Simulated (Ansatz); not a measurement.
**B3LYP/6-31G(d) (Cartesian functions) run of B3N3H6 (borazine)**

Aim: the energy change on altering one bond length of B3N3H6 (borazine) at B3LYP/6-31G* (Cartesian functions), from 2 runs. 

The results are computed with Ansatz 0.2.0.

43 further runs of the same task are left out: 1 that didn't finish, 42 set aside as unsound or not needed.

## (1) Starting point

B3N3H6 has 12 atoms, charge 0, and is taken as a singlet. SMILES: `B1NBNBN1`. Geometry: relaxed at PBE0-D4/def2-TZVP. This is one conformer, not always the lowest.

Bond lengths: B1–N2 1.425 Å, N2–B3 1.425 Å, B3–N4 1.425 Å, N4–B5 1.425 Å, B1–N6 1.425 Å, B5–N6 1.425 Å, B1–H7 1.197 Å, N2–H8 1.006 Å, B3–H9 1.197 Å, N4–H10 1.006 Å, B5–H11 1.197 Å, N6–H12 1.006 Å. Some angles: B1–N2–B3 122.9°, N2–B1–N6 117.1°, N2–B3–N4 117.1°, B3–N4–B5 122.9°, N4–B5–N6 117.1°, B1–N6–B5 122.9°, B1–N2–H8 118.6°, B3–N2–H8 118.6°, N2–B1–H7 121.4°, N6–B1–H7 121.4°.

## (2) A single-point energy at B3LYP/6-31G(d) (Cartesian functions)

File input.yaml:

```yaml
crystal:
  periodic: [false, false, false]
  atoms:
    - {symbol: B, position_ang: [-0.725600, -1.223220, 0.253660]}
    - {symbol: N, position_ang: [0.524170, -0.956610, 0.883320]}
    - {symbol: B, position_ang: [1.265120, 0.238610, 0.655490]}
    - {symbol: N, position_ang: [0.704960, 1.188460, -0.246430]}
    - {symbol: B, position_ang: [-0.539530, 0.984630, -0.909140]}
    - {symbol: N, position_ang: [-1.229160, -0.231820, -0.636840]}
    - {symbol: H, position_ang: [-1.326890, -2.236960, 0.463830]}
    - {symbol: H, position_ang: [0.899850, -1.642240, 1.516360]}
    - {symbol: H, position_ang: [2.313570, 0.436330, 1.198680]}
    - {symbol: H, position_ang: [1.210210, 2.040210, -0.423070]}
    - {symbol: H, position_ang: [-0.986620, 1.800580, -1.662600]}
    - {symbol: H, position_ang: [-2.110080, -0.397960, -1.093280]}
basis:
  gaussian: {orbitals: "6-31G*"}
hamiltonian: {xc: {name: B3LYP}}
accuracy: high
output: {orbitals: {seedname: orbitals}}
```

The run is started by

```console
$ ansatz run input.yaml --threads 1 --pin off --max-ram 3480MiB --events-out events.jsonl --progress --plain --runs-dir runs
```

Output:

```text
Warning: RAYON_NUM_THREADS=1 ignored (pool sized by the plan → 1); use --threads N
Functional definition: B3LYP
  name "B3LYP"
  parameter a0 = 0.2
  parameter ax = 0.72
  parameter ac = 0.81
  exchange = (1 - a0 - ax)*slater_x + ax*b88_x + a0*exact_x
  correlation = (1 - ac)*vwn_rpa_c + ac*lyp_c
2443 factors; integrals over basis functions are off by at most 3.1e-9 eV
mean field evaluation 1: about -6591.4531 eV, gradient 7.8e1 eV
mean field evaluation 2: about -6576.6371 eV, gradient 1.1e2 eV
mean field evaluation 4: about -6603.2035 eV, gradient 9.5e-1 eV
mean field evaluation 8: about -6603.3844 eV, gradient 8.8e-2 eV
mean field evaluation 16: about -6603.3844 eV, gradient 2.0e-6 eV
mean field -6603.38442950 eV, -242.6699018495 hartree, gradient 5.0e-8 eV, S^2 0.000000; 0 other end points of the search recorded, 0 dependent functions left out
reference -6603.38447002 eV, -242.6699033385 hartree; 21, 21 occupied and 81, 81 virtual orbitals, 2443 factors
Total energy: -6603.38447002 eV, -242.6699033385 hartree
```

Run time: 23 s. Hardware: 1 thread of Intel Xeon Platinum 8175M at 2.50GHz (Skylake/Cascade Lake), shared host; peak memory 0.41 GiB.

## (3) The distorted shape at the same level

File job.yaml:

```yaml
crystal:
  periodic: [false, false, false]
  atoms:
    - {symbol: B, position_ang: [-0.424937, -0.716319, 0.148569]}
    - {symbol: "N", position_ang: [0.824833, -0.449709, 0.778229]}
    - {symbol: B, position_ang: [1.565783, 0.745511, 0.550399]}
    - {symbol: "N", position_ang: [1.005623, 1.695361, -0.351521]}
    - {symbol: B, position_ang: [-0.238867, 1.491531, -1.014231]}
    - {symbol: "N", position_ang: [-0.928497, 0.275081, -0.741931]}
    - {symbol: H, position_ang: [-1.326890, -2.236960, 0.463830]}
    - {symbol: H, position_ang: [1.200513, -1.135339, 1.411269]}
    - {symbol: H, position_ang: [2.614233, 0.943231, 1.093589]}
    - {symbol: H, position_ang: [1.510873, 2.547111, -0.528161]}
    - {symbol: H, position_ang: [-0.685957, 2.307481, -1.767691]}
    - {symbol: H, position_ang: [-1.809417, 0.108941, -1.198371]}
basis:
  gaussian:
    orbitals: "6-31G*"
output:
  orbitals: {seedname: orbitals}
accuracy: high
hamiltonian:
  xc: {name: B3LYP}
```

The run is started by

```console
$ ansatz run job.yaml --threads 1 --pin off --max-ram 3480MiB --events-out events.jsonl --progress --plain --runs-dir runs
```

Output:

```text
Warning: RAYON_NUM_THREADS=1 ignored (pool sized by the plan → 1); use --threads N
Functional definition: B3LYP
  name "B3LYP"
  parameter a0 = 0.2
  parameter ax = 0.72
  parameter ac = 0.81
  exchange = (1 - a0 - ax)*slater_x + ax*b88_x + a0*exact_x
  correlation = (1 - ac)*vwn_rpa_c + ac*lyp_c
2443 factors; integrals over basis functions are off by at most 3.1e-9 eV
mean field evaluation 1: about -6589.6092 eV, gradient 7.8e1 eV
mean field evaluation 2: about -6573.2771 eV, gradient 1.1e2 eV
mean field evaluation 4: about -6601.4013 eV, gradient 1.0e0 eV
mean field evaluation 8: about -6601.5675 eV, gradient 2.0e-1 eV
mean field evaluation 16: about -6601.5676 eV, gradient 1.2e-5 eV
mean field -6601.56756407 eV, -242.6031332765 hartree, gradient 5.8e-8 eV, S^2 0.000000; 0 other end points of the search recorded, 0 dependent functions left out
reference -6601.56760476 eV, -242.6031347716 hartree; 21, 21 occupied and 81, 81 virtual orbitals, 2443 factors
Total energy: -6601.56760476 eV, -242.6031347716 hartree
```

It took 13 s on 1 thread of Intel Xeon Platinum 8175M at 2.50GHz (Skylake/Cascade Lake), shared host; peak memory 0.4 GiB.

## (4) Results

At B3LYP/6-31G* (Cartesian functions):

```
                                                         quantity          value
                                        first shape: total energy  -242.66990 Eh
                                         first shape: HOMO energy       -7.52 eV
                                         first shape: LUMO energy        0.71 eV
                                       first shape: HOMO–LUMO gap        8.23 eV
                                    distorted shape: total energy  -242.60313 Eh
                                     distorted shape: HOMO energy       -7.36 eV
                                     distorted shape: LUMO energy        0.46 eV
                                   distorted shape: HOMO–LUMO gap        7.82 eV
energy change with the B1–H7 bond stretched from 1.197 to 1.796 Å       1.817 eV
```

With the B1–H7 bond stretched from 1.197 to 1.796 Å the energy rises by 1.82 eV (42 kcal/mol). The first shape isn't relaxed at this level, so the change isn't measured from a minimum.
